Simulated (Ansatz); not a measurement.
**H₈N₂OSi₂: a ladder of functionals and wavefunction methods**

The task here is to estimate one member of a computed series from the others.

Method: functionals in def2-TZVPP, the program's frozen cores in correlated methods; program: Ansatz 0.2.0, Gaussian basis.

Plan: PBE-D4, r2SCAN-D4, PBE0-D4, B3LYP-D4, ωB97X-V, ωB97M-V, B2PLYP; CCSD(T)/def2-TZVPP; MP2/def2-QZVPP; extrapolation to the limit.

## The geometry

An earlier PBE0-D4 in a triple-zeta def2 set relaxation fixed the geometry.

SMILES `N[SiH](N)O[SiH3]`, 13 atoms, charge 0, spin multiplicity 1.

Atoms are counted from 1 here; the program's logs count them from 0.

Bond lengths: N1–Si2 1.709 Å, N1–H6 1.007 Å, N1–H7 1.007 Å, Si2–N3 1.701 Å, Si2–O4 1.643 Å, Si2–H8 1.482 Å, N3–H9 1.006 Å, N3–H10 1.007 Å, O4–Si5 1.633 Å, Si5–H11 1.488 Å, Si5–H12 1.484 Å, Si5–H13 1.488 Å. Angles: Si2–N1–H6 120.5°, Si2–N1–H7 120.1°, H6–N1–H7 111.6°, N1–Si2–N3 106.0°, N1–Si2–O4 105.4°, N1–Si2–H8 118.4°, N3–Si2–O4 117.5°, N3–Si2–H8 105.9°, O4–Si2–H8 104.3°, Si2–N3–H9 121.1°, Si2–N3–H10 121.7°, H9–N3–H10 112.1°, Si2–O4–Si5 139.6°, O4–Si5–H11 111.1°, O4–Si5–H12 108.5°, O4–Si5–H13 110.6°, H11–Si5–H12 109.1°, H11–Si5–H13 108.6° and more.

Set-up of the first run:

in.yaml reads:

```yaml
crystal:
  periodic: [false, false, false]
  atoms:
    - {symbol: N, position_ang: [-0.160758, 0.330103, -1.769681]}
    - {symbol: Si, position_ang: [0.394401, -0.760618, -0.577042]}
    - {symbol: N, position_ang: [2.005971, -0.322292, -0.253079]}
    - {symbol: O, position_ang: [-0.684567, -0.644704, 0.656095]}
    - {symbol: Si, position_ang: [-1.372286, 0.494520, 1.603266]}
    - {symbol: H, position_ang: [-1.144676, 0.415940, -1.964996]}
    - {symbol: H, position_ang: [0.395940, 0.507645, -2.589399]}
    - {symbol: H, position_ang: [0.425325, -2.206429, -0.903207]}
    - {symbol: H, position_ang: [2.648225, -0.974567, 0.164155]}
    - {symbol: H, position_ang: [2.268698, 0.633663, -0.077435]}
    - {symbol: H, position_ang: [-0.380251, 1.529699, 2.001992]}
    - {symbol: H, position_ang: [-1.903486, -0.165538, 2.821666]}
    - {symbol: H, position_ang: [-2.492536, 1.162560, 0.887673]}
basis:
  gaussian: {orbitals: def2-TZVPP}
hamiltonian: {xc: pbe, dispersion: d4}
output: {forces: true, orbitals: {seedname: orbitals}}
```

Launch:

```sh
> ansatz run in.yaml --threads 2 --pin off --events-out ev --progress --plain --max-ram 31744MiB --backend cuda --devices 0, --max-vram 18GiB
```

Steps of the session up to this table: PBE-D4 (GGA); r2SCAN-D4 (meta-GGA); PBE0-D4 (hybrid); B3LYP-D4 (hybrid); ωB97X-V (range-separated); ωB97M-V (range-separated); B2PLYP (double hybrid); CCSD(T) in def2-TZVPP; MP2 in def2-QZVPP.

One table of the session follows, with a row left open; its other results are not shown here.

| method | atomisation energy (kJ/mol) |
| --- | --- |
| PBE-D4 | 4601.6 |
| r2SCAN-D4 | 4568.4 |
| PBE0-D4 | 4534.3 |
| B3LYP-D4 | 4602.9 |
| ωB97X-V | ? |
| ωB97M-V | 4615.2 |
| B2PLYP | 4544.8 |
| HF/def2-TZVPP | 3279.8 |
| MP2/def2-TZVPP | 4507.6 |
| CCSD/def2-TZVPP | 4404.3 |
| CCSD(T)/def2-TZVPP | 4460.8 |
| MP2/CBS | 4657.9 |
| CCSD(T)/CBS | 4611.1 |

**Question.** Estimate the row for ωB97X-V.

As computed: atomisation energy (kJ/mol): 4623.0. In the column «atomisation energy (kJ/mol)» it lies between ωB97M-V (4615.2) and MP2/CBS (4657.9).
